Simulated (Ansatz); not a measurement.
An input for Ansatz 0.2.0 (DyAgB4F16):

input.yaml

```yaml
crystal:
  lattice:
    - [5.40691, 0.0, 0.0]
    - [-0.00821, 6.87571, 0.0]
    - [-0.44883, -1.49273, 9.39097]
  atoms:
    - { symbol: Dy, position: [0.48074, 0.97248, 0.47238], spin: 5.0 }
    - { symbol: Ag, position: [0.99692, 0.03753, 0.98684] }
    - { symbol: B, position: [0.01881, 0.78487, 0.31959] }
    - { symbol: B, position: [0.44822, 0.77312, 0.7993] }
    - { symbol: B, position: [0.52663, 0.18653, 0.22481] }
    - { symbol: B, position: [0.00514, 0.26118, 0.66272] }
    - { symbol: F, position: [0.80326, 0.75937, 0.39809] }
    - { symbol: F, position: [0.08219, 0.9927, 0.35012] }
    - { symbol: F, position: [0.98414, 0.71942, 0.17896] }
    - { symbol: F, position: [0.22838, 0.69761, 0.38449] }
    - { symbol: F, position: [0.52386, 0.58987, 0.81522] }
    - { symbol: F, position: [0.19267, 0.80215, 0.81155] }
    - { symbol: F, position: [0.57907, 0.92577, 0.88754] }
    - { symbol: F, position: [0.49837, 0.80158, 0.64733] }
    - { symbol: F, position: [0.74519, 0.2458, 0.17645] }
    - { symbol: F, position: [0.53282, 0.9736, 0.22928] }
    - { symbol: F, position: [0.50733, 0.26184, 0.37648] }
    - { symbol: F, position: [0.31953, 0.23356, 0.14835] }
    - { symbol: F, position: [0.99557, 0.42522, 0.602] }
    - { symbol: F, position: [0.80189, 0.12328, 0.59928] }
    - { symbol: F, position: [0.99581, 0.28321, 0.80764] }
    - { symbol: F, position: [0.23345, 0.14929, 0.62158] }
hamiltonian:
  xc: pbe
  pseudopotentials: { kind: nc, source: spms }
magnetization:
  spin_polarized: true
kpoints:
  mp_grid: { grid: [5, 4, 3] }
scf:
  occupations: { method: fermi_dirac, width: 0.05 }
output:
  forces: true
  stress: true
  eigenvalues: true
```

Potentials or basis: SPMS NC.

Command:

```console
$ ansatz run input.yaml --threads 8 --pin off --max-ram 20480MiB --backend cpu --events-out ev --progress --plain --runs-dir out
```

Question: How does this run end?

Answer: The run stopped without a result. It printed:

Output:

```text
Error: no pseudopotential record for Dy at <dir> Nothing was run.
  By this build's list the table `kind: nc`, `source: spms` of `hamiltonian.pseudopotentials` has no Dy in this build's library.
Fix: take Dy from another table that serves this run, or name a record of your own for Dy alone.
  `kind`, and `accuracy` or `source` (`level` with this project's own files alone, `core` of norm-conserving files with no table named), under `hamiltonian.pseudopotentials` apply to every element of the deck. For PBE this build's library has files of Dy, which may not all serve this run, under
    kind: nc       accuracy: lanthanide_3plus (`lanthanide_3plus` for 3+ ions alone)
    kind: paw      source: ansatz or jth, or accuracy: standard or stringent (the limits of `source: ansatz`: that key's Limitations)
  To change Dy alone, name a record of the deck's `kind` under `hamiltonian.pseudopotentials.azcp`, as `Dy: <path>` (`python -m ansatz.pseudopotential add <file.upf> <file.azcp>` makes one from a UPF file).
  `python` is the interpreter of the environment that holds the engine's wheel, or a checkout's `.venv/bin/python`.
```
